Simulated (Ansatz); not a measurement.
# HfO2: energy and stress against strain

Aim: for HfO2, strain the cell along the Voigt pattern (0, 1, 0, 0, 0, 0).

Program: Ansatz 0.2.0. Level of theory: DFT r2SCAN, scalar-relativistic, plane waves, PAW. These are calculated values, not measurements.

**1. The starting structure**

The structure is cubic, space group Fm-3m (No. 225). Conventional cell: a = 5.115 Å, b = 5.115 Å, c = 5.115 Å, α = 90.00°, β = 90.00°, γ = 90.00°. Hf (site symmetry m-3m) is surrounded by 8 O at 2.21 Å. Around O (site symmetry -43m) lie 4 Hf at 2.21 Å.

Structure file:

```
CELL_PARAMETERS angstrom
0.00000 2.55750 2.55750
2.55750 0.00000 2.55750
2.55750 2.55750 0.00000
ATOMIC_POSITIONS crystal
Hf 0.00000 0.00000 0.00000
O 0.25000 0.25000 0.25000
O 0.75000 0.75000 0.75000
```

The cell is taken as given, not relaxed at this level.

**2. Zero of energy**

Reference values: F = -16876.1609 eV; pressure -8.43 GPa; largest force 0.000 eV/Å; gap on the mesh 4.21 eV. It was computed beforehand with the settings of the runs below.

**3. Next: energy and stress against strain**

The cell is strained by ε times the Voigt pattern (0, 1, 0, 0, 0, 0) (xx, yy, zz, yz, xz, xy; engineering shear), with fractional coordinates fixed (clamped ions). The stress on the pattern is the sum of the stress components weighted by it, tension positive.

**4. Point ε = -0.1500**

input.yaml

```yaml
crystal:
  lattice:
    - [0.0, 2.173875, 2.5575]
    - [2.5575, 0.0, 2.5575]
    - [2.5575, 2.173875, 0.0]
  atoms:
    - { symbol: Hf, position: [0.0, 0.0, 0.0] }
    - { symbol: O, position: [0.25, 0.25, 0.25] }
    - { symbol: O, position: [0.75, 0.75, 0.75] }
basis:
  ecutwfc: 500
kpoints:
  mp_grid: { grid: [8, 8, 8] }
hamiltonian:
  xc: r2scan
scf:
  occupations: { method: gaussian, width: 0.05 }
output:
  forces: true
  stress: true
  eigenvalues: true
```

Run with:

```bash
> ansatz run input.yaml --threads 1 --pin off --max-ram 2560MiB --backend cpu --events-out ev --progress --plain --runs-dir out
```

**5. Point ε = 0.1125**

Changes to input.yaml since step 4:

```diff
@@ -2,5 +2,5 @@
   lattice:
-    - [0.0, 2.173875, 2.5575]
+    - [0.0, 2.84521875, 2.5575]
     - [2.5575, 0.0, 2.5575]
-    - [2.5575, 2.173875, 0.0]
+    - [2.5575, 2.84521875, 0.0]
   atoms:
```

**6. At ε = -0.0750**

Changes to input.yaml since step 5:

```diff
@@ -2,5 +2,5 @@
   lattice:
-    - [0.0, 2.84521875, 2.5575]
+    - [0.0, 2.3656875, 2.5575]
     - [2.5575, 0.0, 2.5575]
-    - [2.5575, 2.84521875, 0.0]
+    - [2.5575, 2.3656875, 0.0]
   atoms:
```

**7. At ε = 0.0375**

Changes to input.yaml since step 6:

```diff
@@ -2,5 +2,5 @@
   lattice:
-    - [0.0, 2.3656875, 2.5575]
+    - [0.0, 2.65340625, 2.5575]
     - [2.5575, 0.0, 2.5575]
-    - [2.5575, 2.3656875, 0.0]
+    - [2.5575, 2.65340625, 0.0]
   atoms:
```

**8. At ε = 0.1500**

Changes to input.yaml since step 7:

```diff
@@ -2,5 +2,5 @@
   lattice:
-    - [0.0, 2.65340625, 2.5575]
+    - [0.0, 2.941125, 2.5575]
     - [2.5575, 0.0, 2.5575]
-    - [2.5575, 2.65340625, 0.0]
+    - [2.5575, 2.941125, 0.0]
   atoms:
```

**9. Point ε = -0.1125**

Changes to input.yaml since step 8:

```diff
@@ -2,5 +2,5 @@
   lattice:
-    - [0.0, 2.941125, 2.5575]
+    - [0.0, 2.26978125, 2.5575]
     - [2.5575, 0.0, 2.5575]
-    - [2.5575, 2.941125, 0.0]
+    - [2.5575, 2.26978125, 0.0]
   atoms:
```

**10. At ε = 0.0750**

Changes to input.yaml since step 9:

```diff
@@ -2,5 +2,5 @@
   lattice:
-    - [0.0, 2.26978125, 2.5575]
+    - [0.0, 2.7493125, 2.5575]
     - [2.5575, 0.0, 2.5575]
-    - [2.5575, 2.26978125, 0.0]
+    - [2.5575, 2.7493125, 0.0]
   atoms:
```

**11. At ε = -0.0375**

Changes to input.yaml since step 10:

```diff
@@ -2,5 +2,5 @@
   lattice:
-    - [0.0, 2.7493125, 2.5575]
+    - [0.0, 2.46159375, 2.5575]
     - [2.5575, 0.0, 2.5575]
-    - [2.5575, 2.7493125, 0.0]
+    - [2.5575, 2.46159375, 0.0]
   atoms:
```

**12. Point ε = 0.1312**

Changes to input.yaml since step 11:

```diff
@@ -2,5 +2,5 @@
   lattice:
-    - [0.0, 2.46159375, 2.5575]
+    - [0.0, 2.893044, 2.5575]
     - [2.5575, 0.0, 2.5575]
-    - [2.5575, 2.46159375, 0.0]
+    - [2.5575, 2.893044, 0.0]
   atoms:
```

(Steps that only read results are left out.)

Q: Predict the outcome of this session. Wanted: slope of the stress at ε = 0, over ±0.0375.

The runs gave:

| quantity | value |
| --- | --- |
| slope of the stress at ε = 0, over ±0.0375 | 553 GPa |

**Reading.** From the stress slope, C22 is about 553 GPa with the ions clamped; letting the atoms relax could not make it stiffer. The step is wide, so higher orders mix in. The reference stands under -8.4 GPa, so this is no zero-stress constant. No sampled point lies below the undisturbed cell. The gap on the mesh stays between 1.82 and 4.21 eV. Spin-orbit coupling is left out, which matters for the bands of Hf.
